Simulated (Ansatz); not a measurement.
# Ti3O2: the cost of one run

Method: DFT PBEsol, scalar-relativistic, plane waves, PAW, in Ansatz 0.2.0.

## Step 1: The starting structure

The structure is trigonal, space group R-3c (No. 167). The conventional cell has a = 5.102 Å, b = 5.102 Å, c = 14.861 Å, α = 90.00°, β = 90.00°, γ = 120.00°. Ti (site symmetry 2) is surrounded by 4 O at 2.07 to 2.13 Å. O (site symmetry 3) is surrounded by 6 Ti at 2.07 to 2.13 Å.

As a file:

```
CELL_PARAMETERS angstrom
-2.55107 4.41858 0.00000
-5.10213 0.00000 0.00000
-2.55107 1.47286 4.95380
ATOMIC_POSITIONS crystal
Ti 0.75000 0.08080 0.75000
Ti 0.08080 0.41920 0.75000
Ti 0.41920 0.75000 0.75000
Ti 0.58080 0.25000 0.25000
Ti 0.91920 0.58080 0.25000
Ti 0.25000 0.91920 0.25000
O 0.16254 0.16254 0.51238
O 0.33746 0.33746 0.98762
O 0.66254 0.66254 0.01238
O 0.83746 0.83746 0.48762
```

The structure comes from the Materials Project (structure only).

## Step 2: The base run

The input, input.yaml:

```yaml
crystal:
  lattice:
    - [-2.5510662879, 4.4185764242, 0.0]
    - [-5.1021325758, 0.0, 0.0]
    - [-2.5510662879, 1.4728588081, 4.9537952125]
  atoms:
    - { symbol: Ti, position: [0.75, 0.08080006, 0.75] }
    - { symbol: Ti, position: [0.08080006, 0.41919994, 0.75] }
    - { symbol: Ti, position: [0.41919994, 0.75, 0.75] }
    - { symbol: Ti, position: [0.58080006, 0.25, 0.25] }
    - { symbol: Ti, position: [0.91919994, 0.58080006, 0.25] }
    - { symbol: Ti, position: [0.25, 0.91919994, 0.25] }
    - { symbol: O, position: [0.16253905, 0.16253905, 0.51238285] }
    - { symbol: O, position: [0.33746095, 0.33746095, 0.98761715] }
    - { symbol: O, position: [0.66253905, 0.66253905, 0.01238285] }
    - { symbol: O, position: [0.83746095, 0.83746095, 0.48761715] }
basis:
  ecutwfc: 500
  fft_grid_basis: typed
kpoints:
  mp_grid: { grid: [6, 6, 6] }
hamiltonian:
  xc: pbesol
scf:
  occupations: { method: gaussian, width: 0.05 }
output:
  forces: true
  stress: true
  eigenvalues: true
  bader: true
  write_density: true
  volumetric_format: npy
  elf: true
```

On the command line:

```bash
$ ansatz run input.yaml --threads 2 --pin off --max-ram 4096MiB --backend cpu --events-out ev --progress --plain --runs-dir out
```

Q: Estimate wall time and peak memory on 2 threads of Intel Xeon 6975P-C (Granite Rapids), shared host.

About 36 s, with a peak of 0.62 GiB.
